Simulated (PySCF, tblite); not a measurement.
# C4H7BF radical: geometry, infrared bands and EPR parameters

What infrared bands and EPR parameters should C4H7BF radical (`C[C@H]1C[C]1BF`) show?

The runs use tblite 0.8.0 and PySCF 2.14.0, with density-fitted response routines of our own; the level of theory stands in each step. All values are computed, except where a source is named. Atoms count from 0, in the outputs and in this text.

## 1. The molecule as given

13 atoms, charge 0, multiplicity 2; geometry from: force field or distance geometry start.

Bonds of the start (Å): C0–C1 1.51, C1–C2 1.51, C2–C3 1.52, C3–B4 1.60, B4–F5 1.44, C3–C1 1.53, C0–H6 1.11, C0–H7 1.11, C0–H8 1.11, C1–H9 1.12, C2–H10 1.10, C2–H11 1.12, B4–H12 1.18.

## 2. Geometry optimisation with GFN2-xTB

The job: settings as JSON, then the geometry in Å.

```
{"job": {"kind": "relax", "xc": "GFN2-xTB", "basis": "xTB"}, "charge": 0, "multiplicity": 2}
C     -1.719600    -0.568000     0.315500
C     -0.220200    -0.495500     0.113100
C      0.238400     0.074200    -1.205000
C      0.344900     0.924300     0.056200
B      1.839000     0.977800     0.637100
F      2.120000     1.771000     1.800300
H     -2.126800    -1.451600    -0.217500
H     -1.945200    -0.661100     1.403000
H     -2.236700     0.340400    -0.066500
H      0.423500    -1.319000     0.522400
H      1.159600    -0.378000    -1.609000
H     -0.595300     0.396600    -1.882300
H      2.713900     0.389300     0.114700
```

Command:

```console
$ OMP_NUM_THREADS=1 python probes_run.py task.json out
```

This one command runs all jobs of the session in turn.

**Question.** This job is followed by: GFN2-xTB harmonic vibrations, gas phase; UKS B3LYP, pcH-1 on B C F H, non-relativistic, mean-field spin-orbit, GIAO. What will the session give for the following? strongest single infrared mode (GFN2-xTB); zero-point energy (GFN2-xTB); g(iso) (B3LYP); ⟨S²⟩; largest a(iso) (averaged by class); surface potential, 1st and 99th percentile.

The runs gave:

| quantity | value |
| --- | --- |
| strongest single infrared mode (GFN2-xTB) | 1197 cm⁻¹, 189 km/mol |
| zero-point energy (GFN2-xTB) | 62.6 kcal/mol |
| g(iso) (B3LYP) | 2.00299 |
| ⟨S²⟩ | 0.753 (exact 0.75) |
| largest a(iso) (averaged by class) | 1H on H10, 78.6 MHz |
| surface potential, 1st and 99th percentile | -1.08 V and 0.95 V |

What this shows: Relaxing lowered the energy by 1.314 eV in 65 steps; the close pair that moved most is C3–B4, from 1.604 to 1.494 Å. All 33 modes are real, so the xTB geometry is a minimum. The strongest single mode, at 1197 cm⁻¹, is spread over many atoms; the largest shares are those of B4, H9. GFN2-xTB is a fitted tight-binding method: band positions and strengths are rough. Its intensities can rank the bands wrongly. C3 carries the largest spin population, 0.84 e. The isotropic g lies 0.7 ppt above the free-electron value.
